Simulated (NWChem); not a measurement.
# One shape, several levels: C2H2BF2 (SMILES C=[C]B(F)F)

Wanted: a comparison of 3 runs (UHF/STO-3G, UHF/3-21G, UB3LYP/6-31G*) of C2H2BF2. 

Program for the calculation: NWChem 7.3.0.

## (1) The structure to begin with

C2H2BF2 has 7 atoms, charge 0, and is taken as a doublet. As SMILES, `C=[C]B(F)F`. The coordinates come from a GFN2-xTB relaxation.

Bond lengths: C1–C2 1.283 Å, C2–B3 1.484 Å, B3–F4 1.331 Å, B3–F5 1.331 Å, C1–H6 1.085 Å, C1–H7 1.085 Å. Angles: C1–C2–B3 180.0°, C2–B3–F4 122.7°, C2–B3–F5 122.7°, F4–B3–F5 114.6°, C2–C1–H6 123.1°, C2–C1–H7 123.2°, H6–C1–H7 113.8°.

## (2) Energy and forces at UHF/STO-3G (run 1)

c2h2bf2.xyz

```xyz
7
C2H2BF2 hf
C     -0.359710     1.128800     0.755220
C     -0.030770     0.097780     0.065760
B      0.348880    -1.094070    -0.732350
F     -0.541770    -1.830850    -1.391730
F      1.607380    -1.511600    -0.845570
H     -0.620850     1.078750     1.807610
H     -0.403150     2.131180     0.341060
```

c2h2bf2.nw

```
start c2h2bf2
title "C2H2BF2 hf"
memory total 2200 mb

geometry units angstrom noautosym nocenter noautoz
  load format xyz c2h2bf2.xyz
end

basis spherical bse
  * library STO-3G
end

scf
  nopen 1
  uhf
  thresh 1e-08
  maxiter 80
  print low
end

task scf gradient
```

Run with:

```sh
nwchem c2h2bf2.nw > c2h2bf2.out
```

Log:

```text
[...]
  functions       =    27
[...]
  wavefunction    = UHF
[...]
         Total SCF energy =   -296.447948524993
      One electron energy =   -691.013065117077
      Two electron energy =    254.508380638038
 Nuclear repulsion energy =    140.056735954045
                       Sz =      0.5000
                 Sz(Sz+1) =      0.7500
                      S^2 =      1.0559
[...]
                         UHF ENERGY GRADIENTS
    atom               coordinates                        gradient
                 x          y          z           x          y          z
   1 C      -0.679753   2.133123   1.427159    0.016059  -0.050103  -0.033694
   2 C      -0.058147   0.184777   0.124268   -0.009697   0.030387   0.020441
   3 B       0.659288  -2.067493  -1.383941   -0.014416   0.045048   0.030136
   4 F      -1.023797  -3.459805  -2.629988   -0.010402  -0.014161  -0.011673
   5 F       3.037508  -2.856510  -1.597896    0.018099  -0.009913  -0.004425
   6 H      -1.173236   2.038542   3.415888    0.000520   0.000892  -0.002624
   7 H      -0.761843   4.027346   0.644510   -0.000161  -0.002150   0.001837
 Task  times  cpu:        4.6s     wall:        4.6s
 Total times  cpu:        4.6s     wall:        4.6s
```

Run time: 5.7 s. Hardware: 1 thread of AMD EPYC 7R43 (Zen 3), shared host; peak memory 0.096 GiB.

## (3) Energy and forces at UHF/3-21G (run 2)

run.xyz

```xyz
7

C     -0.359710     1.128800     0.755220
C     -0.030770     0.097780     0.065760
B      0.348880    -1.094070    -0.732350
F     -0.541770    -1.830850    -1.391730
F      1.607380    -1.511600    -0.845570
H     -0.620850     1.078750     1.807610
H     -0.403150     2.131180     0.341060
```

run.nw

```
start run
memory stack 880 mb heap 220 mb global 1100 mb
charge 0

geometry noautosym nocenter noautoz
   load run.xyz
end

basis spherical bse
   * library 3-21G
end

scf
   doublet
   uhf
   thresh 1e-08
   maxiter 80
   print low
end

task scf gradient
```

Run with:

```sh
nwchem run.nw > run.out
```

Log:

```text
[...]
  functions       =    49
[...]
  wavefunction    = UHF
[...]
         Total SCF energy =   -298.909367559248
      One electron energy =   -690.702091510357
      Two electron energy =    251.735987997064
 Nuclear repulsion energy =    140.056735954045
                       Sz =      0.5000
                 Sz(Sz+1) =      0.7500
                      S^2 =      0.9402
[...]
                         UHF ENERGY GRADIENTS
    atom               coordinates                        gradient
                 x          y          z           x          y          z
   1 C      -0.679753   2.133123   1.427159    0.010478  -0.032627  -0.021991
   2 C      -0.058147   0.184777   0.124268   -0.004247   0.013333   0.009044
   3 B       0.659288  -2.067493  -1.383941   -0.000134   0.000219   0.000123
   4 F      -1.023797  -3.459805  -2.629988    0.012653   0.008226   0.007770
   5 F       3.037508  -2.856510  -1.597896   -0.016493   0.003909   0.000368
   6 H      -1.173236   2.038542   3.415888   -0.001334   0.002351   0.003793
   7 H      -0.761843   4.027346   0.644510   -0.000922   0.004588   0.000893
 Task  times  cpu:        5.9s     wall:        5.9s
 Total times  cpu:        6.0s     wall:        6.0s
```

Run time: 6.9 s. Hardware: 1 thread of AMD EPYC 7R43 (Zen 3), shared host; peak memory 0.096 GiB.

## (4) Energy and forces at UB3LYP/6-31G(d) (Cartesian functions) (run 3)

run.py

```python
from ase import Atoms
from ase.calculators.nwchem import NWChem

mol = Atoms(['C', 'C', 'B', 'F', 'F', 'H', 'H'], positions=[
    [-0.359710, 1.128800, 0.755220],
    [-0.030770, 0.097780, 0.065760],
    [0.348880, -1.094070, -0.732350],
    [-0.541770, -1.830850, -1.391730],
    [1.607380, -1.511600, -0.845570],
    [-0.620850, 1.078750, 1.807610],
    [-0.403150, 2.131180, 0.341060],
])

calc = NWChem(
    label='test',
    theory='dft',
    memory='2200 mb',
    basis='6-31G*',
    dft={'xc': 'b3lyp', 'mult': '2', 'grid': 'xfine', 'convergence': 'energy 1e-08', 'iterations': '100', 'mulliken': None},
)
mol.calc = calc

forces = mol.get_forces()
print(f"energy = {mol.get_potential_energy():.6f} eV")
print("forces (eV/A):")
for s, f in zip(mol.symbols, forces):
    print(f"{s:2s} {f[0]:10.5f} {f[1]:10.5f} {f[2]:10.5f}")
```

Run with:

```sh
export ASE_NWCHEM_COMMAND="nwchem PREFIX.nwi > PREFIX.nwo"
python run.py
```

Log:

```text
energy = -8217.452114 eV
forces (eV/A):
C    -0.24621    0.76351    0.51767
C     0.14558   -0.45750   -0.31213
B     0.24755   -0.76891   -0.51324
F    -0.30354    0.09688    0.02417
F     0.21649    0.17345    0.15612
H    -0.06999   -0.09277    0.33142
H     0.01008    0.28539   -0.20399
```

The calculator wrote test.nwi:

```
title "test"

permanent_dir test

scratch_dir test

start test

geometry units angstrom nocenter noautosym noautoz
  C  -3.5970999999999997e-01 1.1288000000000000e+00 7.5522000000000000e-01
  C  -3.0769999999999999e-02 9.7780000000000006e-02 6.5759999999999999e-02
  B  3.4888000000000002e-01 -1.0940700000000001e+00 -7.3234999999999995e-01
  F  -5.4176999999999997e-01 -1.8308500000000001e+00 -1.3917299999999999e+00
  F  1.6073800000000000e+00 -1.5116000000000001e+00 -8.4557000000000004e-01
  H  -6.2085000000000001e-01 1.0787500000000001e+00 1.8076099999999999e+00
  H  -4.0315000000000001e-01 2.1311800000000001e+00 3.4105999999999997e-01
end

memory 2200 mb

basis noprint
   * library 6-31G*
end

dft
  xc b3lyp
  mult 2
  grid xfine
  convergence energy 1e-08
  iterations 100
  mulliken
end

task dft gradient
```

test.nwo, shortened:

```text
[...]
      One electron energy =     -693.543895047808
[... 2 lines left out ...]
 Nuclear repulsion energy =      140.056735954044
[... 1248 lines left out ...]
          Convergence on energy requested:  1.00D-08
[... 25 lines left out ...]
          Spatial weights used:  Erf1
[...]
  wavefunction    = open shell
                         DFT ENERGY GRADIENTS
    atom               coordinates                        gradient
                 x          y          z           x          y          z
   1 C      -0.679753   2.133123   1.427159    0.004788  -0.014848  -0.010067
   2 C      -0.058147   0.184777   0.124268   -0.002831   0.008897   0.006070
   3 B       0.659288  -2.067493  -1.383941   -0.004814   0.014953   0.009981
   4 F      -1.023797  -3.459805  -2.629988    0.005903  -0.001884  -0.000470
   5 F       3.037508  -2.856510  -1.597896   -0.004210  -0.003373  -0.003036
   6 H      -1.173236   2.038542   3.415888    0.001361   0.001804  -0.006445
   7 H      -0.761843   4.027346   0.644510   -0.000196  -0.005550   0.003967
[...]
```

Run time: 92 s. Hardware: 1 thread of AMD EPYC 7R43 (Zen 3), shared host; peak memory 0.13 GiB.

## (5) Overview of the runs

| run | level | Cartesian functions | iteration cap | energy (Eh) | ⟨S²⟩ | largest force (eV/Å) | wall time |
| --- | --- | --- | --- | --- | --- | --- | --- |
| 1 | UHF/STO-3G | no | 80 | -296.447949 | 1.056 | 3.213 | 5.7 s |
| 2 | UHF/3-21G | no | 80 | -298.909368 | 0.940 | 2.094 | 6.9 s |
| 3 | UB3LYP/6-31G* (Cartesian functions) | yes | 100 | -301.985798 | 0.757 | 0.957 | 92 s |

## (6) What came out

| quantity | value |
| --- | --- |
| run 3: total energy | -301.98580 Eh |
| run 3: dipole moment | 2.35 D |
| run 3: HOMO energy (highest over α and β) | -6.63 eV |
| run 3: LUMO energy (lowest over α and β) | -3.19 eV |
| run 3: ⟨S²⟩ | 0.757 |
| run 3: largest force on an atom | 0.957 eV/Å |

In words: In run 1 the basis is minimal, so the values are rough. Spin contamination of the reference: run 1 ⟨S²⟩ = 1.06, run 2 ⟨S²⟩ = 0.94. All runs together took 1.8 min, the longest 92 s.
